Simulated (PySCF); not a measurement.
# C5H2F4S: the cost of one run

Computed with PySCF 2.14.0 and routines of our own; the level stands in each step. Atoms count from 0.

## Step 1: The starting structure

12 atoms, charge 0, multiplicity 1; geometry from: GFN2-xTB.

## Step 2: Magnetic properties: GIAO wB97X-D/pcSseg-1

What the job is given:

```
{"job": {"kind": "mag", "xc": "wB97X-D", "basis": "pcSseg-1", "isotopologues": 0}, "charge": 0, "multiplicity": 1}
F      0.689645    -2.080095     0.389134
C      0.853504    -0.793530     0.084716
C      2.061693    -0.226901    -0.170976
S      1.894803     1.441338    -0.525104
C      0.199617     1.374669    -0.330311
C     -0.230030     0.121632    -0.004825
C     -1.657418    -0.254728     0.230903
F     -2.085860    -1.196882    -0.622087
F     -1.863055    -0.731516     1.467399
F     -2.480262     0.795399     0.084766
H      3.021473    -0.700964    -0.166930
H     -0.402911     2.250893    -0.462712
```

With the program's defaults for keys left out, this is: GIAO wB97X-D/pcSseg-1 magnetisability, rotational g tensor and spin-rotation constants, non-relativistic, gas phase.

Launch:

```
$ OMP_NUM_THREADS=1 python excited_run.py task.json out
```

The driver reads the jobs from task.json and runs them one after another.

**Question.** How long does this first job take on 1 thread of Arm Neoverse N1, shared host, and how much memory does it need?

About 82 s, with a peak of 0.85 GiB.
